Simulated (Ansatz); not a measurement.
# GeH (doublet): the correlation ladder, cc-pVQZ

The task here is to estimate one member of a computed series from the others.

Method: cc-pVQZ, core rule «outside noble gas», up to 14 orbitals frozen; program: Ansatz 0.2.0, Gaussian basis.

The runs, in order: UHF; CCSD(T) on ROHF; CCSD(T) on UHF; BCCD(T) on ROHF; CCSDT(Q) on ROHF; CCSDT(Q) on UHF; CASSCF and MRCISD+Q, 5 electrons in 5 orbitals; CASSCF and NEVPT2, 5 electrons in 5 orbitals.

8 further runs of the same task are left out: 3 that didn't finish, 5 set aside as unsound or not needed.

**The system**

The geometry is a PBE0/def2-TZVP stationary point (not a proven minimum) of the parent state, kept for this charge and spin. No spin-orbit coupling is included. The filled d shell of Ge may be among the frozen orbitals whatever the setting's name suggests; the logs give the count.

2 atoms, charge 0, spin multiplicity 2.

Atoms are counted from 1 here; the program's logs count them from 0.

Bond lengths: Ge1–H2 1.572 Å.

Geometry (Å):

```
Ge    0.00000    0.00000    0.00000
H     0.00000    0.00000    1.57187
```

The first run:

Contents of in.yaml:

```yaml
crystal:
  periodic: [false, false, false]
  atoms:
    - {symbol: Ge, position_ang: [0.000000, 0.000000, 0.000000]}
    - {symbol: H, position_ang: [0.000000, 0.000000, 1.571873]}
basis:
  gaussian: {orbitals: cc-pVQZ}
magnetization: {spin_polarized: true, initial_magnetization: 1}
hamiltonian: {xc: hf}
output: {orbitals: {seedname: orbitals}}
```

Started as:

```
ansatz run in.yaml --threads 1 --pin off --events-out ev --progress --plain --max-ram 4096MiB --backend cpu
```

Steps of the session up to this table: UHF; CCSD(T) on ROHF; CCSD(T) on UHF; BCCD(T) on ROHF; CCSDT(Q) on ROHF; CCSDT(Q) on UHF; CASSCF and MRCISD+Q, 5 electrons in 5 orbitals; CASSCF and NEVPT2, 5 electrons in 5 orbitals.

One of the session's tables, all rows but one given; the rest of the session is left out.

| method | from UCCSDT(Q) (kcal/mol) |
| --- | --- |
| ROHF | +67.43 |
| UHF | +64.88 |
| RMP2 | +13.95 |
| UMP2 | +14.29 |
| RCCSD | +2.34 |
| UCCSD | +2.17 |
| RCCSD(T) | +0.50 |
| UCCSD(T) | +0.41 |
| BCCD(T) | +0.50 |
| RCCSDT | +0.14 |
| UCCSDT | +0.05 |
| RCCSDT(Q) | +0.09 |
| UCCSDT(Q) | 0 |
| CASSCF valence | +47.25 |
| NEVPT2 valence | +12.01 |
| MRCISD valence | +2.29 |
| MRCISD+Q valence | ? |

Estimate the missing values for MRCISD+Q valence.

**Answer.** from UCCSDT(Q) (kcal/mol): +0.17. In the column «from UCCSDT(Q) (kcal/mol)» it lies between RCCSDT (+0.14) and UCCSD(T) (+0.41).

Some runs used a GPU and others CPU threads alone; cost is compared among the CPU runs only.

Limits of these values: Of the multireference levels listed MRCISD+Q valence comes nearest in total energy (+0.17 kcal/mol), which doesn't show that its space is the better one. Restricted and unrestricted rows rest on different reference determinants; where their highest levels disagree by more than a few hundredths of an eV, they describe different states and don't form one ladder.
